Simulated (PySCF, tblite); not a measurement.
# C3H10F2N2Si: geometry, infrared bands and NMR shifts

Wanted: the infrared bands and NMR shifts of C3H10F2N2Si (`C[C@@H](F)[Si](N)(N)CF`), by calculation.

The runs use tblite 0.8.0 and PySCF 2.14.0, with density-fitted response routines of our own; the level of theory stands in each step. All values are computed, except where a source is named. Atoms are numbered from 0 throughout.

### 1 Starting geometry

18 atoms, charge 0, multiplicity 1; geometry from: force field or distance geometry start.

Bonds of the start (Å): C0–C1 1.51, C1–F2 1.37, C1–Si3 1.83, Si3–N4 1.79, Si3–N5 1.77, Si3–C6 1.88, C6–F7 1.37, C0–H8 1.12, C0–H9 1.11, C0–H10 1.10, C1–H11 1.10, N4–H12 1.04, N4–H13 1.04, N5–H14 1.03, N5–H15 1.03, C6–H16 1.11, C6–H17 1.12.

### 2 Optimising the geometry with GFN2-xTB

The job: settings as JSON, then the geometry in Å.

```
{"job": {"kind": "relax", "xc": "GFN2-xTB", "basis": "xTB"}, "charge": 0, "multiplicity": 1}
C      2.291100     0.120100     0.126300
C      1.041600     0.092100    -0.725300
F      1.107800    -1.035700    -1.507500
Si    -0.545700     0.080200     0.193300
N     -1.163100     1.716900     0.579000
N     -0.562600    -0.843700     1.702500
C     -1.805700    -0.696300    -0.959300
F     -3.053800    -0.702300    -0.397200
H      2.398000    -0.774100     0.788300
H      3.142800     0.060600    -0.578100
H      2.422300     1.063400     0.684500
H      1.035900     0.962900    -1.399600
H     -1.507800     2.156200    -0.301800
H     -0.433400     2.277500     1.057600
H      0.313700    -1.324500     1.947300
H     -1.430400    -1.359300     1.918900
H     -1.789100    -0.063200    -1.875400
H     -1.470400    -1.724400    -1.265300
```

Command:

```
OMP_NUM_THREADS=1 python probes_run.py task.json out
```

This one command runs all jobs of the session in turn.

Standard output:

```text
step      E/eV     max force
  0    -776.88136    3.954
  1    -777.21466    1.045
  2    -777.31246    0.565
  3    -777.34207    0.521
  4    -777.38469    0.464
  5    -777.40293    0.384
  6    -777.41865    0.261
  7    -777.42960    0.241
  8    -777.43813    0.212
  9    -777.44394    0.179
 10    -777.44925    0.157
 11    -777.45416    0.226
 12    -777.45879    0.231
 13    -777.46343    0.167
 14    -777.46877    0.208
 15    -777.47516    0.229
 16    -777.48191    0.230
 17    -777.48734    0.165
 18    -777.49078    0.129
 19    -777.49331    0.111
 20    -777.49599    0.135
 21    -777.49925    0.168
 22    -777.50268    0.167
 23    -777.50506    0.310
 24    -777.50826    0.139
 25    -777.51123    0.164
 26    -777.51506    0.185
 27    -777.51833    0.184
 28    -777.52266    0.218
 29    -777.52734    0.211
 30    -777.52937    0.401
 31    -777.53896    0.256
 32    -777.54514    0.213
 33    -777.55078    0.106
 34    -777.55162    0.102
 35    -777.55263    0.073
 36    -777.55410    0.095
 37    -777.55489    0.079
 38    -777.55604    0.103
 39    -777.55723    0.091
 40    -777.55870    0.092
 41    -777.55982    0.086
 42    -777.56055    0.067
 43    -777.56136    0.073
 44    -777.56279    0.128
 45    -777.56528    0.179
 46    -777.56838    0.171
 47    -777.57096    0.144
 48    -777.57336    0.161
 49    -777.57506    0.122
 50    -777.57678    0.177
 51    -777.57858    0.194
 52    -777.58120    0.138
 53    -777.58299    0.104
 54    -777.58553    0.134
 55    -777.58670    0.179
 56    -777.58746    0.096
 57    -777.58818    0.061
 58    -777.58958    0.063
 59    -777.58997    0.069
 60    -777.59059    0.073
 61    -777.59139    0.079
 62    -777.59362    0.092
 63    -777.59523    0.091
 64    -777.59778    0.132
 65    -777.59970    0.213
 66    -777.60157    0.129
 67    -777.60336    0.076
 68    -777.60432    0.060
 69    -777.60467    0.108
 70    -777.60507    0.094
 71    -777.60582    0.056
 72    -777.60616    0.055
 73    -777.60655    0.036
 74    -777.60679    0.037
 75    -777.60708    0.046
 76    -777.60737    0.054
 77    -777.60766    0.054
 78    -777.60791    0.035
 79    -777.60814    0.036
 80    -777.60841    0.053
 81    -777.60879    0.063
 82    -777.60923    0.048
 83    -777.60963    0.053
 84    -777.60993    0.051
 85    -777.61023    0.048
 86    -777.61056    0.047
 87    -777.61089    0.047
 88    -777.61115    0.042
 89    -777.61136    0.047
 90    -777.61158    0.047
 91    -777.61186    0.045
 92    -777.61216    0.046
 93    -777.61246    0.054
 94    -777.61279    0.057
 95    -777.61316    0.047
 96    -777.61350    0.045
 97    -777.61376    0.043
 98    -777.61397    0.040
 99    -777.61424    0.050
100    -777.61461    0.051
101    -777.61504    0.037
102    -777.61534    0.033
103    -777.61553    0.031
104    -777.61572    0.035
105    -777.61596    0.041
106    -777.61622    0.051
107    -777.61652    0.048
108    -777.61687    0.057
109    -777.61739    0.070
110    -777.61824    0.075
111    -777.61934    0.072
112    -777.62004    0.056
113    -777.62054    0.099
114    -777.62110    0.076
115    -777.62175    0.045
116    -777.62211    0.056
117    -777.62248    0.054
118    -777.62278    0.027
119    -777.62296    0.026
120    -777.62311    0.028
121    -777.62322    0.025
122    -777.62332    0.020
123    -777.62344    0.022
124    -777.62355    0.024
125    -777.62367    0.028
126    -777.62381    0.030
127    -777.62402    0.035
128    -777.62436    0.039
129    -777.62485    0.057
130    -777.62538    0.067
131    -777.62600    0.083
132    -777.62658    0.070
133    -777.62719    0.057
134    -777.62763    0.051
135    -777.62795    0.034
136    -777.62810    0.053
137    -777.62819    0.023
138    -777.62828    0.017
139    -777.62842    0.026
140    -777.62854    0.025
141    -777.62864    0.026
142    -777.62870    0.021
143    -777.62873    0.016
144    -777.62876    0.015
145    -777.62879    0.013
146    -777.62883    0.011
147    -777.62884    0.010
```

Run time: 1.8 s. Hardware: 1 thread of Arm Neoverse N1, shared host.

Relaxation path: (not every step is listed)

```
step  energy from step 0 (eV)  largest force (eV/Å)
   0                   0.0000                3.9535
   1                  -0.3333                1.0449
   2                  -0.4311                0.5652
   3                  -0.4607                0.5209
   4                  -0.5033                0.4635
   5                  -0.5216                0.3838
   6                  -0.5373                0.2610
   7                  -0.5482                0.2407
   8                  -0.5568                0.2121
  21                  -0.6179                0.1676
  34                  -0.6703                0.1016
  47                  -0.6896                0.1440
  60                  -0.7092                0.0735
  73                  -0.7252                0.0357
  86                  -0.7292                0.0472
  99                  -0.7329                0.0500
 112                  -0.7387                0.0557
 125                  -0.7423                0.0276
 138                  -0.7469                0.0165
 142                  -0.7473                0.0214
 143                  -0.7474                0.0162
 144                  -0.7474                0.0148
 145                  -0.7474                0.0130
 146                  -0.7475                0.0112
 147                  -0.7475                0.0097
```

Close pairs (by a distance rule), those that changed most:

```
  bond  before (Å)  after (Å)  change (Å)
C1–Si3       1.834      1.918      +0.084
Si3–N4       1.791      1.722      -0.070
Si3–C6       1.876      1.923      +0.047
Si3–N5       1.770      1.727      -0.042
N4–H12       1.043      1.007      -0.035
C6–H17       1.124      1.092      -0.032
 C0–H8       1.118      1.086      -0.031
N4–H13       1.037      1.007      -0.030
```

The end geometry stands in the next job.

### 3 Vibrational analysis with GFN2-xTB

The job: settings as JSON, then the geometry in Å.

```
{"job": {"kind": "ir", "xc": "GFN2-xTB", "basis": "xTB"}, "charge": 0, "multiplicity": 1}
C      2.308560     0.421404     0.128778
C      1.187823    -0.160527    -0.711344
F      1.450787    -1.518185    -0.921271
Si    -0.534492    -0.011239     0.118730
N     -0.834470     1.655051     0.430412
N     -0.436002    -1.022775     1.515389
C     -1.920437    -0.522221    -1.112048
F     -3.143511    -0.463662    -0.460545
H      2.293588    -0.010812     1.125384
H      3.276498     0.219855    -0.326426
H      2.169771     1.494892     0.206541
H      1.207622     0.283090    -1.711957
H     -1.790780     1.950463     0.544710
H     -0.243238     2.151445     1.077128
H      0.084346    -1.884384     1.446946
H     -1.260233    -1.163913     2.079679
H     -2.008961     0.137419    -1.976232
H     -1.815629    -1.549583    -1.465529
```

Standard output:

```text
mode    cm-1     km/mol
  1      34.1      2.13
  2      48.2      7.03
  3      82.9      2.14
  4     134.2      2.64
  5     164.6      2.48
  6     175.9     10.04
  7     200.1      6.38
  8     211.3      4.03
  9     223.8      3.87
 10     246.1      5.82
 11     255.4     20.62
 12     300.4     25.26
 13     379.5     40.05
 14     437.9      4.60
 15     528.2    137.15
 16     554.6    262.97
 17     643.0     22.09
 18     684.0     14.03
 19     739.6     20.92
 20     784.6     11.45
 21     830.4    179.68
 22     861.2    163.64
 23     909.2     31.22
 24     952.8    233.07
 25    1000.5     11.23
 26    1017.1     63.26
 27    1070.1     56.72
 28    1124.3     16.53
 29    1204.0     25.17
 30    1258.6     12.82
 31    1280.3      1.53
 32    1295.3      4.83
 33    1397.8      4.59
 34    1443.6      3.03
 35    1482.5      3.54
 36    1496.7      3.12
 37    1499.5     63.96
 38    1510.5     61.44
 39    2926.9     47.46
 40    2972.4     35.13
 41    2979.0     27.66
 42    3023.7     31.97
 43    3050.5     24.88
 44    3059.9     25.04
 45    3452.1      9.74
 46    3472.4      3.18
 47    3486.5      1.57
 48    3507.0      0.16
```

It took 1.1 s on 1 thread of Arm Neoverse N1, shared host.

The strongest bands and the atoms that carry them (share of the mass-weighted mode):

```
cm⁻¹  km/mol                                  atoms
 528   137.2  H13 27 %, H12 26 %, N4 15 %, H14 13 %
 555   263.0  H14 26 %, H15 26 %, N5 14 %, H12 14 %
 830   179.7  H13 32 %, H12 21 %, Si3 15 %, N4 12 %
 861   163.6   Si3 31 %, N5 28 %, N4 13 %, H15 13 %
 953   233.1             Si3 46 %, N4 25 %, N5 15 %
1017    63.3                       C6 51 %, F7 39 %
1500    64.0                     H14 44 %, H15 43 %
1510    61.4                     H12 44 %, H13 42 %
```

### 4 Shielding tensors: PBE0/pcSseg-1

Same as in step 3 but for these lines:

```diff
@@ -1,2 +1,2 @@
-{"job": {"kind": "ir", "xc": "GFN2-xTB", "basis": "xTB"}, "charge": 0, "multiplicity": 1}
+{"job": {"kind": "nmr", "xc": "PBE0", "basis": "pcSseg-1"}, "charge": 0, "multiplicity": 1}
 C      2.308560     0.421404     0.128778
```

Method: GIAO PBE0/pcSseg-1 NMR shielding, non-relativistic, gas phase.

Standard output:

```text
coarse grid: 15384 points
cycle   1  E = -718.2674267082  dE =  6.990e-01  |g| = 8.023e-01  |ddm| = 3.663e+00
cycle   2  E = -718.1836390885  dE =  8.379e-02  |g| = 1.082e+00  |ddm| = 1.310e+00
cycle   3  E = -718.3847519513  dE = -2.011e-01  |g| = 8.468e-02  |ddm| = 7.937e-01
cycle   4  E = -718.3860408968  dE = -1.289e-03  |g| = 3.648e-02  |ddm| = 8.321e-02
cycle   5  E = -718.3863178952  dE = -2.770e-04  |g| = 7.933e-03  |ddm| = 2.816e-02
cycle   6  E = -718.3863282813  dE = -1.039e-05  |g| = 3.160e-03  |ddm| = 7.952e-03
cycle   7  E = -718.3863301599  dE = -1.879e-06  |g| = 4.232e-04  |ddm| = 2.619e-03
final grid: 144464 points
cycle   8  E = -718.4411713871  dE = -4.660e-05  |g| = 1.052e-02  |ddm| = 2.423e-02
cycle   9  E = -718.4411578453  dE =  1.354e-05  |g| = 1.378e-02  |ddm| = 1.679e-02
cycle  10  E = -718.4411952515  dE = -3.741e-05  |g| = 1.274e-03  |ddm| = 9.028e-03
cycle  11  E = -718.4411955117  dE = -2.602e-07  |g| = 2.823e-04  |ddm| = 1.064e-03
cycle  12  E = -718.4411955229  dE = -1.118e-08  |g| = 7.772e-05  |ddm| = 1.957e-04
cycle  13  E = -718.4411955238  dE = -8.979e-10  |g| = 3.208e-05  |ddm| = 7.554e-05
cycle  14  E = -718.4411955240  dE = -1.965e-10  |g| = 3.896e-06  |ddm| = 2.709e-05
converged SCF energy = -718.4411955240

GIAO shielding tensors (ppm)
atom      isotropic    diamagn.    paramagn.     s11        s22        s33       span
  0 C      169.024     248.679     -79.655    152.236    169.521    185.316     33.080
  1 C       99.929     252.590    -152.661     55.643     75.323    168.820    113.177
  2 F      427.221     476.478     -49.257    396.142    410.018    475.504     79.362
  3 Si     373.604     880.111    -506.507    338.713    388.750    393.348     54.635
  4 N      247.296     318.856     -71.560    221.538    253.343    267.007     45.468
  5 N      249.198     319.222     -70.024    222.359    248.563    276.671     54.311
  6 C      104.942     252.560    -147.618     61.914     83.719    169.193    107.279
  7 F      491.011     472.584      18.427    439.195    494.651    539.186     99.991
  8 H       29.906      30.778      -0.872     25.391     30.422     33.904      8.513
  9 H       29.977      28.365       1.612     25.840     27.219     36.870     11.030
 10 H       30.774      30.569       0.206     25.787     30.048     36.488     10.701
 11 H       27.206      32.285      -5.079     25.230     26.783     29.605      4.375
 12 H       30.604      30.712      -0.109     23.035     27.204     41.572     18.537
 13 H       31.320      31.970      -0.650     23.894     27.887     42.180     18.286
 14 H       30.812      32.261      -1.449     23.160     27.648     41.628     18.469
 15 H       30.766      30.726       0.040     23.912     26.515     41.870     17.958
 16 H       26.914      30.740      -3.826     22.858     27.356     30.528      7.670
 17 H       26.917      30.780      -3.863     22.353     27.426     30.973      8.620
```

Wall time 57 s (1 thread of Arm Neoverse N1, shared host); peak memory 0.86 GiB.

The references, computed at this level on geometries of the same kind, shield at (ppm): ¹H TMS 31.72, ¹³C TMS 186.9, ²⁹Si TMS 349.2, ¹⁹F CFCl3 170.9, ¹⁵N NH3 267.7. Their shielding less the atom's gives the shift. The references are single molecules in the gas phase, so shifts against H2O, NH3, PH3, H3PO4 or CFCl3 are not on the usual liquid scales and can be off by tens of ppm. Atoms listed in one row are averaged.

```
      atoms                                environment  σ (ppm)  δ (ppm)  δ scaled to CDCl3
         C1                  sp3 CH bonded to F and Si     99.9     87.0               83.0
         C6                 sp3 CH2 bonded to F and Si    104.9     82.0               78.1
         C0                              methyl carbon    169.0     17.9               15.6
        H16  hydrogen on an sp3 CH2 bonded to F and Si    26.91     4.80               4.63
        H17  hydrogen on an sp3 CH2 bonded to F and Si    26.92     4.80               4.63
        H11   hydrogen on an sp3 CH bonded to F and Si    27.21     4.51               4.36
H8, H9, H10                hydrogen on a methyl carbon    30.22     1.50               1.52
   H14, H15        hydrogen on a nitrogen bonded to Si    30.79     0.93                  –
   H12, H13        hydrogen on a nitrogen bonded to Si    30.96     0.75                  –
         F2                  fluorine on an sp3 carbon    427.2   -256.3                  –
         F7                  fluorine on an sp3 carbon    491.0   -320.1                  –
        Si3                 silicon bonded to 2 C, 2 N    373.6    -24.4                  –
         N4                 nitrogen bonded to Si, 2 H    247.3     20.4                  –
         N5                 nitrogen bonded to Si, 2 H    249.2     18.5                  –
```

The scaled column applies a straight-line fit of computed shieldings to shifts measured in CDCl3, and one for carbons that bear F (root-mean-square error 0.16 ppm for H, 1.9 ppm for C).

Charges from the same density, by scheme (e):

```
atoms  Mulliken    IAO  Hirshfeld  ESP fit
   C0     -0.28  -0.43      -0.13    -0.32
   C1     -0.15  -0.10      -0.03     0.28
   F2     -0.36  -0.34      -0.13    -0.31
  Si3      1.06   1.25       0.43     0.77
   N4     -0.63  -0.85      -0.32    -1.14
   N5     -0.63  -0.86      -0.32    -1.03
   C6     -0.16  -0.27      -0.08    -0.24
   F7     -0.36  -0.34      -0.14    -0.19
```

Mayer bond orders: C0–C1 1.06, C1–F2 0.81, C1–Si3 0.81, Si3–N4 1.08, Si3–N5 1.07, Si3–C6 0.86, C6–F7 0.82.

### 5 Outcome

| quantity | value |
| --- | --- |
| strongest single infrared mode (GFN2-xTB) | 555 cm⁻¹, 263 km/mol |
| zero-point energy (GFN2-xTB) | 86.3 kcal/mol |
| ¹³C shifts against TMS (PBE0/pcSseg-1) | 87.0, 82.0, 17.9 ppm |
| ¹H shifts against TMS (PBE0/pcSseg-1, means over atoms taken as alike) | 4.80, 4.80, 4.51, 1.50, 0.93, 0.75 ppm |
| ¹⁹F shifts against CFCl3 (PBE0/pcSseg-1) | -256.3, -320.1 ppm |
| ²⁹Si shifts against TMS (PBE0/pcSseg-1) | -24.4 ppm |
| ¹⁵N shifts against NH3 (PBE0/pcSseg-1) | 20.4, 18.5 ppm |

Over 147 steps the energy fell by 0.747 eV; of the close pairs, C1–Si3 changed most, 1.834 to 1.918 Å. All 48 modes are real, so the xTB geometry is a minimum. The strongest single mode, at 555 cm⁻¹, is carried by H14, H15, N5, H12. Unscaled tight-binding wavenumbers are off by several per cent, some by more. Its intensities can rank the bands wrongly. The most deshielded carbon is C1 (sp3 CH bonded to F and Si), at 87.0 ppm: pulled downfield by the heteroatom.
